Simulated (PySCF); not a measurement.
**Solver options tried on GaN (triplet)**

Do solver options change the result for GaN (triplet), or only the number of cycles?

Method: each script names its method and basis; program: PySCF 2.14.0.

1 further run of the same task is left out (it didn't finish).

**1. The system as given**

GaN (triplet): 2 atoms, charge 0, spin multiplicity 3.

Bond lengths: Ga1–N2 1.860 Å.

**2. The run that the others are compared with**

Contents of input.py:

```python
from pyscf import gto, scf

mol = gto.M(
    atom='Ga 0 0 0; N 0 0 1.86',
    basis='cc-pvdz',
    charge=0,
    spin=2,
    verbose=4,
)
mf = scf.UHF(mol)
mf.kernel()
mf.stability(internal=True, external=True)
mf.dip_moment()
print('orbital energies (hartree):', [e[max(0, n-3):n+3].round(4) for e, n in zip(mf.mo_energy, mol.nelec)])
```

Started as:

```console
$ OMP_NUM_THREADS=1 python input.py
```

The log of this run is left out.

In short: E(SCF) = -1977.577095 Eh, 15 cycles, ⟨S²⟩ = 2.106, μ = 1.80 D, internal unstable; real -> complex unstable; UHF/UKS -> GHF/GKS stable.

The bond length is a typed value, not an optimised one. A lower solution of the same kind exists, so this energy is an upper bound. The triplet is typed in the script; nothing here shows that it is the ground state.

**3. Smearing width 0.01 hartree**

Run 1 changes smearing width: none → 0.01 hartree; step after the SCF: stability → none.

input.py, as its differences from that of step 2:

```diff
@@ -10,4 +10,4 @@
 mf = scf.UHF(mol)
+mf = scf.addons.smearing_(mf, sigma=0.01, method='fermi')
 mf.kernel()
-mf.stability(internal=True, external=True)
 mf.dip_moment()
```

Started as:

```console
$ OMP_NUM_THREADS=1 python input.py
```

Output:

```text
PySCF version 2.14.0

[INPUT] verbose = 4
[INPUT] num. atoms = 2
[INPUT] num. electrons = 38
[INPUT] charge = 0
[INPUT] spin (= nelec alpha-beta = 2S) = 2
[INPUT] symmetry False subgroup None
[INPUT] Mole.unit = angstrom
[INPUT] Symbol           X                Y                Z      unit          X                Y                Z       unit  Magmom
[INPUT]  1 Ga     0.000000000000   0.000000000000   0.000000000000 AA    0.000000000000   0.000000000000   0.000000000000 Bohr   0.0
[INPUT]  2 N      0.000000000000   0.000000000000   1.860000000000 AA    0.000000000000   0.000000000000   3.514890591691 Bohr   0.0

nuclear repulsion = 61.737341274
number of shells = 11
number of NR pGTOs = 103
number of NR cGTOs = 41
basis = cc-pvdz
ecp = {}

******** <class 'pyscf.scf.smearing.SmearingUHF'> ********
method = SmearingUHF
initial guess = minao
damping factor = 0
level_shift factor = 0
DIIS = <class 'pyscf.scf.diis.CDIIS'>
diis_start_cycle = 1
diis_space = 8
diis_damp = 0
SCF conv_tol = 1e-09
SCF conv_tol_grad = None
SCF max_cycles = 50
direct_scf = True
direct_scf_tol = 1e-13
number electrons alpha = 20  beta = 18
Set gradient conv threshold to 3.16228e-05
init E= -1976.70898602222
    sigma = 0.01  Optimized mu = -0.19295776218  entropy = 1.20790879275
    Total E(T) = -1977.32720016485  Free energy = -1977.33927925278  E0 = -1977.33323970882
cycle= 1 E= -1977.32720016485  delta_E= -0.618  |g|= 0.587  |ddm|= 0.894
    sigma = 0.01  Optimized mu = -0.120086087047  entropy = 0.00542604090406
    Total E(T) = -1977.30501223279  Free energy = -1977.30506649319  E0 = -1977.30503936299
cycle= 2 E= -1977.30501223279  delta_E= 0.0222  |g|= 0.836  |ddm|= 0.615
    sigma = 0.01  Optimized mu = -0.190514591001  entropy = 0.000135960415446
    Total E(T) = -1977.46008213789  Free energy = -1977.46008349749  E0 = -1977.46008281769
cycle= 3 E= -1977.46008213789  delta_E= -0.155  |g|= 0.0844  |ddm|= 0.331
    sigma = 0.01  Optimized mu = -0.181952299292  entropy = 5.37981241296e-06
    Total E(T) = -1977.46697744206  Free energy = -1977.46697749585  E0 = -1977.46697746895
cycle= 4 E= -1977.46697744206  delta_E= -0.0069  |g|= 0.0357  |ddm|= 0.098
    sigma = 0.01  Optimized mu = -0.183234641459  entropy = 1.95660163105e-06
    Total E(T) = -1977.46957785994  Free energy = -1977.4695778795  E0 = -1977.46957786972
cycle= 5 E= -1977.46957785994  delta_E= -0.0026  |g|= 0.0147  |ddm|= 0.0753
    sigma = 0.01  Optimized mu = -0.180592799878  entropy = 1.78889020064e-06
    Total E(T) = -1977.47023374018  Free energy = -1977.47023375807  E0 = -1977.47023374913
cycle= 6 E= -1977.47023374018  delta_E= -0.000656  |g|= 0.00309  |ddm|= 0.0498
    sigma = 0.01  Optimized mu = -0.180843772603  entropy = 1.51297758002e-06
    Total E(T) = -1977.47025700003  Free energy = -1977.47025701516  E0 = -1977.47025700759
cycle= 7 E= -1977.47025700003  delta_E= -2.33e-05  |g|= 0.00124  |ddm|= 0.00899
    sigma = 0.01  Optimized mu = -0.180894170326  entropy = 1.50336397614e-06
    Total E(T) = -1977.4702579576  Free energy = -1977.47025797263  E0 = -1977.47025796511
cycle= 8 E= -1977.4702579576  delta_E= -9.58e-07  |g|= 0.000174  |ddm|= 0.00182
    sigma = 0.01  Optimized mu = -0.180886676646  entropy = 1.49467763488e-06
    Total E(T) = -1977.47025796953  Free energy = -1977.47025798447  E0 = -1977.470257977
cycle= 9 E= -1977.47025796953  delta_E= -1.19e-08  |g|= 4.09e-05  |ddm|= 0.000151
    sigma = 0.01  Optimized mu = -0.18088431469  entropy = 1.49635851706e-06
    Total E(T) = -1977.4702579703  Free energy = -1977.47025798526  E0 = -1977.47025797778
cycle= 10 E= -1977.4702579703  delta_E= -7.68e-10  |g|= 3.88e-06  |ddm|= 5.43e-05
    sigma = 0.01  Optimized mu = -0.180884624433  entropy = 1.49621723583e-06
    Total E(T) = -1977.4702579703  Free energy = -1977.47025798526  E0 = -1977.47025797778
Extra cycle  E= -1977.4702579703  delta_E= -5.68e-12  |g|= 9.66e-07  |ddm|= 3.6e-06
converged SCF energy = -1977.4702579703  <S^2> = -2.1316282e-14  2S+1 = 1
Dipole moment(X, Y, Z, Debye):  0.00000, -0.00000, -3.77457
orbital energies (hartree): [array([-0.3653, -0.3653, -0.0033,  0.0573,  0.0573,  0.1707]), array([-0.9382, -0.4203, -0.3653, -0.3653, -0.0033,  0.0573])]
```

Wall time 0.9 s (1 thread of Arm Neoverse V1, shared host).

Outcome: E(SCF) = -1977.470258 Eh, 10 cycles, ⟨S²⟩ = 0.000, μ = 3.77 D.

Smearing with one chemical potential does not keep the typed spin. The energy is that at the smeared occupations, without the entropy term. Smearing with one chemical potential need not keep the typed spin, and ⟨S²⟩ has no meaning at fractional occupations. Both spins end with the same levels: the smearing has lost the typed open shell.

**4. Convergence threshold 1e-16 hartree**

Run 2 changes convergence threshold: default → 1e-16 hartree.

input.py, as its differences from that of step 2:

```diff
@@ -10,2 +10,3 @@
 mf = scf.UHF(mol)
+mf.conv_tol = 1e-16
 mf.kernel()
```

Started as:

```console
$ OMP_NUM_THREADS=1 python input.py
```

Output:

```text
[... 20 set-up lines left out, the same as in an earlier log ...]
******** <class 'pyscf.scf.uhf.UHF'> ********
method = UHF
[... 7 set-up lines left out, the same as in an earlier log ...]
SCF conv_tol = 1e-16
[... 5 set-up lines left out, the same as in an earlier log ...]
Set gradient conv threshold to 1e-08
init E= -1976.70898602222
[... the frontier-level lines of each cycle are left out ...]

cycle= 1 E= -1977.52064006887  delta_E= -0.812  |g|= 0.182  |ddm|= 1.01
cycle= 2 E= -1977.55332624449  delta_E= -0.0327  |g|= 0.124  |ddm|= 0.333
cycle= 3 E= -1977.56532627639  delta_E= -0.012  |g|= 0.0502  |ddm|= 0.119
cycle= 4 E= -1977.57165161617  delta_E= -0.00633  |g|= 0.0295  |ddm|= 0.0954
cycle= 5 E= -1977.57512288416  delta_E= -0.00347  |g|= 0.0173  |ddm|= 0.0874
cycle= 6 E= -1977.57642846408  delta_E= -0.00131  |g|= 0.0105  |ddm|= 0.0602
cycle= 7 E= -1977.57695912124  delta_E= -0.000531  |g|= 0.00372  |ddm|= 0.054
cycle= 8 E= -1977.57701854308  delta_E= -5.94e-05  |g|= 0.0025  |ddm|= 0.0127
cycle= 9 E= -1977.57706017275  delta_E= -4.16e-05  |g|= 0.00167  |ddm|= 0.0126
cycle= 10 E= -1977.57708808169  delta_E= -2.79e-05  |g|= 0.00074  |ddm|= 0.0138
[... 11 lines of further cycles left out ...]
cycle= 22 E= -1977.57709459139  delta_E= -1.14e-12  |g|= 1.2e-08  |ddm|= 1.27e-08
cycle= 23 E= -1977.57709459138  delta_E= 6.82e-13  |g|= 1.15e-08  |ddm|= 4.61e-09
cycle= 24 E= -1977.57709459138  delta_E= 4.09e-12  |g|= 1.09e-08  |ddm|= 9.76e-09
cycle= 25 E= -1977.57709459138  delta_E= -1.82e-12  |g|= 1.08e-08  |ddm|= 5.8e-09
cycle= 26 E= -1977.57709459138  delta_E= 4.55e-13  |g|= 1.06e-08  |ddm|= 1.62e-08
cycle= 27 E= -1977.57709459138  delta_E= -2.27e-13  |g|= 9.28e-09  |ddm|= 1.21e-08
cycle= 28 E= -1977.57709459138  delta_E= 2.05e-12  |g|= 8.72e-09  |ddm|= 7.03e-09
cycle= 29 E= -1977.57709459138  delta_E= -2.5e-12  |g|= 8.29e-09  |ddm|= 3.88e-09
cycle= 30 E= -1977.57709459138  delta_E= -6.82e-13  |g|= 8.05e-09  |ddm|= 1.98e-09
cycle= 31 E= -1977.57709459138  delta_E=    0  |g|= 7.77e-09  |ddm|= 2.85e-09
Extra cycle  E= -1977.57709459138  delta_E= 1.14e-12  |g|= 6.58e-09  |ddm|= 1.31e-08
converged SCF energy = -1977.57709459138  <S^2> = 2.1062752  2S+1 = 3.0700327
uhf_internal: lowest eigs of H = [-4.88742332e-02  2.67260999e-06  9.69621906e-02]
<class 'pyscf.scf.uhf.UHF'> wavefunction has an internal instability
uhf_real2complex: lowest eigs of H = [-0.00777079  0.00592214  0.15697123]
<class 'pyscf.scf.uhf.UHF'> wavefunction has an real -> complex instability
uhf_external: lowest eigs of H = [1.98977131e-05 2.10422561e-02 3.00468535e-02]
<class 'pyscf.scf.uhf.UHF'> wavefunction is stable in the UHF/UKS -> GHF/GKS stability analysis
Dipole moment(X, Y, Z, Debye): -0.00000, -0.00000, -1.79736
orbital energies (hartree): [array([-0.5067, -0.4436, -0.3597,  0.0473,  0.0615,  0.1437]), array([-0.8257, -0.3856, -0.3135,  0.0139,  0.0625,  0.0743])]
```

It took 1.6 s on 1 thread of Arm Neoverse V1, shared host.

This run: E(SCF) = -1977.577095 Eh (no change), 31 cycles, ⟨S²⟩ = 2.106, μ = 1.80 D, internal unstable; real -> complex unstable; UHF/UKS -> GHF/GKS stable.

**5. Initial guess sap**

Run 3 changes initial guess: minao → sap.

input.py, as its differences from that of step 2:

```diff
@@ -10,2 +10,3 @@
 mf = scf.UHF(mol)
+mf.init_guess = 'sap'
 mf.kernel()
```

Started as:

```console
$ OMP_NUM_THREADS=1 python input.py
```

Output:

```text
[... 22 set-up lines left out, the same as in an earlier log ...]
initial guess = sap
[... 13 set-up lines left out, the same as in an earlier log ...]
Initial guess from superposition of atomic potentials (doi:10.1021/acs.jctc.8b01089)
This is the Gaussian fit version as described in doi:10.1063/5.0004046.
Found SAP basis sapgrasplarge
[... the frontier-level lines of each cycle are left out ...]
init E= -1976.53901228272

cycle= 1 E= -1973.92396500739  delta_E= 2.62  |g|= 1.77  |ddm|= 2.67

cycle= 2 E= -1971.53500972306  delta_E= 2.39  |g|= 2.75  |ddm|= 3.54

cycle= 3 E= -1977.01548462599  delta_E= -5.48  |g|= 0.837  |ddm|= 2.01
cycle= 4 E= -1977.42161489814  delta_E= -0.406  |g|= 0.357  |ddm|= 0.622
cycle= 5 E= -1977.51796852728  delta_E= -0.0964  |g|= 0.137  |ddm|= 0.334
cycle= 6 E= -1977.54764357563  delta_E= -0.0297  |g|= 0.0608  |ddm|= 0.226
cycle= 7 E= -1977.55824455276  delta_E= -0.0106  |g|= 0.0523  |ddm|= 0.121
cycle= 8 E= -1977.57319572629  delta_E= -0.015  |g|= 0.0248  |ddm|= 0.232
cycle= 9 E= -1977.57453126528  delta_E= -0.00134  |g|= 0.0216  |ddm|= 0.0404
cycle= 10 E= -1977.57682802563  delta_E= -0.0023  |g|= 0.00988  |ddm|= 0.16
cycle= 11 E= -1977.57699274832  delta_E= -0.000165  |g|= 0.00532  |ddm|= 0.0466
cycle= 12 E= -1977.57706834964  delta_E= -7.56e-05  |g|= 0.00151  |ddm|= 0.0227
cycle= 13 E= -1977.57707857716  delta_E= -1.02e-05  |g|= 0.0011  |ddm|= 0.005
cycle= 14 E= -1977.57709012163  delta_E= -1.15e-05  |g|= 0.000604  |ddm|= 0.00803
cycle= 15 E= -1977.57709423377  delta_E= -4.11e-06  |g|= 0.000253  |ddm|= 0.00695
cycle= 16 E= -1977.577094578  delta_E= -3.44e-07  |g|= 6.2e-05  |ddm|= 0.0019
cycle= 17 E= -1977.5770945909  delta_E= -1.29e-08  |g|= 1.33e-05  |ddm|= 0.000292
cycle= 18 E= -1977.5770945913  delta_E= -4.04e-10  |g|= 5.1e-06  |ddm|= 3.96e-05
Extra cycle  E= -1977.57709459135  delta_E= -5.05e-11  |g|= 3.1e-06  |ddm|= 8.88e-06
converged SCF energy = -1977.57709459135  <S^2> = 2.1062841  2S+1 = 3.0700385
uhf_internal: lowest eigs of H = [-4.88654002e-02  5.63129118e-07  9.68204603e-02]
<class 'pyscf.scf.uhf.UHF'> wavefunction has an internal instability
uhf_real2complex: lowest eigs of H = [-0.00775338  0.00592286  0.15703379]
<class 'pyscf.scf.uhf.UHF'> wavefunction has an real -> complex instability
uhf_external: lowest eigs of H = [1.18962439e-05 2.10676846e-02 3.00478065e-02]
<class 'pyscf.scf.uhf.UHF'> wavefunction is stable in the UHF/UKS -> GHF/GKS stability analysis
Dipole moment(X, Y, Z, Debye):  0.00000,  0.00000, -1.79731
orbital energies (hartree): [array([-0.5067, -0.4436, -0.3597,  0.0473,  0.0615,  0.1437]), array([-0.8257, -0.3856, -0.3135,  0.0139,  0.0625,  0.0743])]
```

Run time: 1.5 s. Hardware: 1 thread of Arm Neoverse V1, shared host.

Outcome: E(SCF) = -1977.577095 Eh (no change), 18 cycles, ⟨S²⟩ = 2.106, μ = 1.80 D, internal unstable; real -> complex unstable; UHF/UKS -> GHF/GKS stable.

**6. Side by side**

```csv
run,E(SCF) (hartree),from base (eV),cycles,"gap, α spin (eV)",SCF dipole (D),after the SCF
base,-1977.577095,0,15,11.08,1.80,"unstable: internal, real -> complex"
smearing width 0.01 hartree,-1977.470258,not comparable,10,n/a,3.77,n/a
convergence threshold 1e-16 hartree,-1977.577095,0.0000,31,11.08,1.80,"unstable: internal, real -> complex"
initial guess sap,-1977.577095,0.0000,18,11.08,1.80,"unstable: internal, real -> complex"
```

Wall time on 1 thread of Arm Neoverse V1, shared host, start-up included: base 1.6 s; smearing width 0.01 hartree 0.9 s; convergence threshold 1e-16 hartree 1.6 s; initial guess sap 1.5 s.

Distance from each run's final energy (log10 hartree) by cycle:

```
                                run  cycle 1  cycle 2  cycle 3  cycle 5  cycle 8  cycle 12
                               base     -1.2     -1.6     -1.9     -2.7     -4.1      -7.8
        smearing width 0.01 hartree     -0.8     -0.8     -2.0     -3.2     -7.9      done
convergence threshold 1e-16 hartree     -1.2     -1.6     -1.9     -2.7     -4.1      -7.8
                  initial guess sap      0.6      0.8     -0.3     -1.2     -2.4      -4.6
```

In words: With convergence threshold 1e-16 hartree or initial guess sap the SCF ends at the base energy. The base needs 15 cycles and the run with initial guess sap needs 18.
